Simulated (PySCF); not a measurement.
# C2H6BBrSi: the cost of one run

Computed with PySCF 2.14.0, with density-fitted response routines of our own, on a single molecule in the gas phase. Atoms are numbered from 0 throughout.

## 1. Starting geometry

11 atoms, charge 0, multiplicity 1; geometry from: PBE0-D3(BJ)/def2-SVP.

Bonds of the start (Å): C0–C1 1.35, C1–B2 1.54, B2–Si3 2.03, B2–Br4 1.92, C0–H5 1.10, C0–H6 1.10, C1–H7 1.10, Si3–H8 1.50, Si3–H9 1.50, Si3–H10 1.50.

## 2. Core holes by ΔSCF: SCAN, X2C

What the job is given:

```
{"job": {"kind": "xps"}, "charge": 0, "multiplicity": 1}
C     -1.680554    -0.154414     0.152448
C     -1.131849     1.021459    -0.206576
B      0.393488     1.223572    -0.279812
Si     1.830376    -0.144540     0.128355
Br     1.042893     2.964495    -0.775382
H     -1.060338    -1.023186     0.397367
H     -2.764684    -0.299074     0.215835
H     -1.803375     1.856038    -0.444288
H      1.310578    -1.538436     0.311091
H      2.842899    -0.168498    -0.972491
H      2.532175     0.246409     1.392727
```

Method: delta-SCF UKS SCAN, pcX-2 on the ionised atom, pcseg-1 elsewhere, spin-free X2C.

On the command line:

```
> OMP_NUM_THREADS=1 python probes_run.py task.json out
```

One launch serves the whole session: the jobs run in the order shown.

**Question.** How long does this first job take on 1 thread of Arm Neoverse V1, shared host, and how much memory does it need?

About 34 s, with a peak of 0.54 GiB.
